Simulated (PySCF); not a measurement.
# C₂H₆Ge: geometry, NMR shifts, spin-spin couplings, electronic excitations and core binding energies

Wanted: the NMR shifts, spin-spin couplings, electronic excitations and core binding energies of C₂H₆Ge (`C=[CH][GeH3]`), by calculation.

Computed with PySCF 2.14.0, with density-fitted response routines of our own, on a single molecule in the gas phase. Atoms count from 0, in the outputs and in this text.

## (1) Starting geometry

9 atoms, charge 0, multiplicity 1; geometry from: GFN2-xTB.

Bonds of the start (Å): C0–C1 1.32, C1–Ge2 1.94, C0–H3 1.08, C0–H4 1.08, C1–H5 1.08, Ge2–H6 1.50, Ge2–H7 1.49, Ge2–H8 1.49.

## (2) Relaxing the molecule at PBE0-D3(BJ)/def2-SVP

The job: settings as JSON, then the geometry in Å.

```
{"job": {"xc": "PBE0", "basis": "def2-SVP", "d3": "d3bj", "grid": 1, "kind": "geom"}, "charge": 0, "multiplicity": 1}
C      1.547480    -0.176110    -0.294180
C      0.559560     0.034130     0.560440
Ge    -1.314170     0.115900     0.057070
H      1.357400    -0.309330    -1.348340
H      2.582210    -0.225660     0.011130
H      0.790400     0.163860     1.611130
H     -2.104530    -0.922860     0.786310
H     -1.470220    -0.105140    -1.410960
H     -1.921000     1.437210     0.404280
```

**Question.** This job is followed by: GIAO PBE0/pcSseg-1 NMR shielding, non-relativistic, gas phase; B3LYP/pcJ-1 Ge:pcSseg-1 indirect spin-spin coupling, non-relativistic, gas phase; TDDFT CAM-B3LYP/def2-SVPD, vertical, gas phase, core orbitals frozen in the response; GIAO wB97X-D/pcSseg-2 NMR shielding, non-relativistic, gas phase; delta-SCF UKS SCAN, pcX-2 on the ionised atom, pcseg-1 elsewhere, spin-free X2C. Predict these results of the whole session: point group; rotational constants (main isotopes); 13C shifts against TMS (PBE0/pcSseg-1); 1H shifts against TMS (PBE0/pcSseg-1, means over atoms taken as alike); 73Ge shifts against GeMe4 (PBE0/pcSseg-1); largest coupling of the table (B3LYP/pcSseg-1+pcJ-1); lowest singlet (CAM-B3LYP/def2-SVPD); brightest single state of those computed; lowest triplet; vertical ionisation energy (ΔSCF); C1s binding energies, SCAN/pcX-2; range of the shift of C1.

The runs gave:

```
                                                              quantity                        value
                                                           point group                           Cs
                                  rotational constants (main isotopes)        32.70, 3.80, 3.55 GHz
                                13C shifts against TMS (PBE0/pcSseg-1)             144.1, 139.5 ppm
1H shifts against TMS (PBE0/pcSseg-1, means over atoms taken as alike)   6.38, 6.35, 6.18, 4.16 ppm
                             73Ge shifts against GeMe4 (PBE0/pcSseg-1)                     -216 ppm
                  largest coupling of the table (B3LYP/pcSseg-1+pcJ-1)      1J(C,H) C0–H3, 168.4 Hz
                                  lowest singlet (CAM-B3LYP/def2-SVPD)  6.80 eV (182 nm), f = 0.002
                              brightest single state of those computed  state 2, 7.30 eV, f = 0.441
                                                        lowest triplet                      4.27 eV
                                     vertical ionisation energy (ΔSCF)                     10.16 eV
                                      C1s binding energies, SCAN/pcX-2      C0 290.52, C1 290.34 eV
                                              range of the shift of C1           139.5 to 145.4 ppm
```

**Reading.** The optimisation took 4 steps and gained 0.084 eV; among the close pairs (by a distance rule), Ge2–H7 changed most, from 1.493 to 1.540 Å. The most deshielded carbon is C0 (terminal =CH2 carbon), at 144.1 ppm: an sp2 carbon of a C=C bond. The most deshielded hydrogen is H5 (hydrogen on an alkene CH), at 6.38 ppm: a vinylic proton, deshielded by the sp2 carbon and the C=C anisotropy. In the run at B3LYP/pcSseg-1+pcJ-1, the largest coupling of the table is C0–H3, 168.4 Hz, of which the Fermi-contact term gives 167.1 Hz. The first singlet state (HOMO−1→LUMO 0.97) lies at 6.80 eV and is weak; of the 10 states computed, the strongest absorption comes from state 2 at 7.30 eV. The lowest triplet lies 2.53 eV below the lowest singlet (triplets in Tamm-Dancoff, singlets in full TDDFT). The orbital energy would give 9.24 eV for ionisation, ΔSCF gives 10.16 eV. C0 (terminal =CH2 carbon) binds its C1s electron 0.18 eV more tightly than C1 (alkene CH). Across the 2 runs the shift of C1 moves most, between 139.5 (PBE0/pcSseg-1) and 145.4 ppm (wB97X-D/pcSseg-2). Spin-orbit coupling is left out, which matters for shieldings and couplings at and beside the heavy atoms.
